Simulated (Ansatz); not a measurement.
# H₆O₂SiSn: one species, many methods

An exercise on one series of results from a longer session: the logs are not shown, and one member is left open.

Method: functionals in def2-TZVPP, the program's frozen cores in correlated methods; program: Ansatz 0.2.0, Gaussian basis.

The runs, in order: LDA (SPW92), PBE-D4, revPBE-D4, BLYP-D4, r2SCAN-D4, B97M-V, PBE0-D4, B3LYP-D4, r2SCANh-D4, r2SCAN0-D4, HSE06-D4, BHLYP-D4, CAM-B3LYP-D4, LC-ωPBE, ωB97X-V, ωB97M-V, B2PLYP, PBE-QIDH; CCSD(T)/def2-SVP; CCSD(T)/def2-TZVPP; MP2/def2-QZVPP; extrapolation to the limit; RPA on PBE.

## The geometry

All runs share one geometry, relaxed beforehand with PBE0-D4 in a triple-zeta def2 set. Sn takes the def2 core potential; no spin-orbit term is included.

10 atoms, charge 0, spin multiplicity 1.

Atoms are counted from 1 here; the program's logs count them from 0.

Bond lengths: O1–Sn2 1.956 Å, O1–H5 0.960 Å, Sn2–O3 1.956 Å, Sn2–H6 1.699 Å, Sn2–H7 1.695 Å, O3–Si4 1.632 Å, Si4–H8 1.489 Å, Si4–H9 1.487 Å, Si4–H10 1.492 Å. Angles: Sn2–O1–H5 113.9°, O1–Sn2–O3 106.2°, O1–Sn2–H6 111.7°, O1–Sn2–H7 104.9°, O3–Sn2–H6 104.2°, O3–Sn2–H7 109.4°, H6–Sn2–H7 119.7°, Sn2–O3–Si4 135.7°, O3–Si4–H8 111.2°, O3–Si4–H9 108.9°, O3–Si4–H10 111.2°, H8–Si4–H9 108.7°, H8–Si4–H10 108.1°, H9–Si4–H10 108.8°.

Set-up of the first run:

File in.yaml:

```yaml
crystal:
  periodic: [false, false, false]
  atoms:
    - {symbol: O, position_ang: [-1.508257, 1.311254, -1.171223]}
    - {symbol: Sn, position_ang: [-0.064656, 1.543918, 0.127923]}
    - {symbol: O, position_ang: [0.315510, -0.234600, 0.847062]}
    - {symbol: Si, position_ang: [0.660936, -1.699664, 0.217243]}
    - {symbol: H, position_ang: [-2.335190, 1.014991, -0.784095]}
    - {symbol: H, position_ang: [-0.572930, 2.440961, 1.478790]}
    - {symbol: H, position_ang: [1.260656, 2.077265, -0.784525]}
    - {symbol: H, position_ang: [-0.581607, -2.463053, -0.082899]}
    - {symbol: H, position_ang: [1.466092, -2.469141, 1.201910]}
    - {symbol: H, position_ang: [1.442544, -1.573131, -1.047186]}
basis:
  gaussian: {orbitals: def2-TZVPP}
hamiltonian: {xc: lda}
output: {orbitals: {seedname: orbitals}}
```

Among the steps run: LDA; PBE-D4 (GGA); revPBE-D4 (GGA); BLYP-D4 (GGA); r2SCAN-D4 (meta-GGA); B97M-V (meta-GGA); PBE0-D4 (hybrid); B3LYP-D4 (hybrid); r2SCANh-D4 (hybrid); r2SCAN0-D4 (hybrid); HSE06-D4 (hybrid); BHLYP-D4 (hybrid); CAM-B3LYP-D4 (range-separated); LC-ωPBE (range-separated); ωB97X-V (range-separated); ωB97M-V (range-separated); B2PLYP (double hybrid); PBE-QIDH (double hybrid).

One table of the session follows, with a row left open; its other results are not shown here.

It belongs to the step «Frontier levels by functional». 

```
  functional  HOMO (eV)  gap (eV)
 LDA (SPW92)      -7.04      5.24
      PBE-D4      -6.94      5.39
   revPBE-D4      -6.90      5.44
     BLYP-D4      -6.86      5.33
   r2SCAN-D4      -7.30      6.10
      B97M-V      -7.43      6.04
     PBE0-D4      -8.40      7.79
    B3LYP-D4      -8.19      7.26
  r2SCANh-D4      -7.84      6.97
  r2SCAN0-D4      -8.65      8.26
    HSE06-D4      -8.00      7.02
    BHLYP-D4      -9.81     10.03
CAM-B3LYP-D4          ?         ?
     LC-ωPBE     -11.18     12.71
     ωB97X-V     -10.85     12.22
     ωB97M-V     -10.72     11.74
```

**Question.** Estimate the row for CAM-B3LYP-D4.

The run gave: HOMO (eV): -9.83; gap (eV): 10.14. In the column «HOMO (eV)» it lies between ωB97M-V (-10.72) and BHLYP-D4 (-9.81).
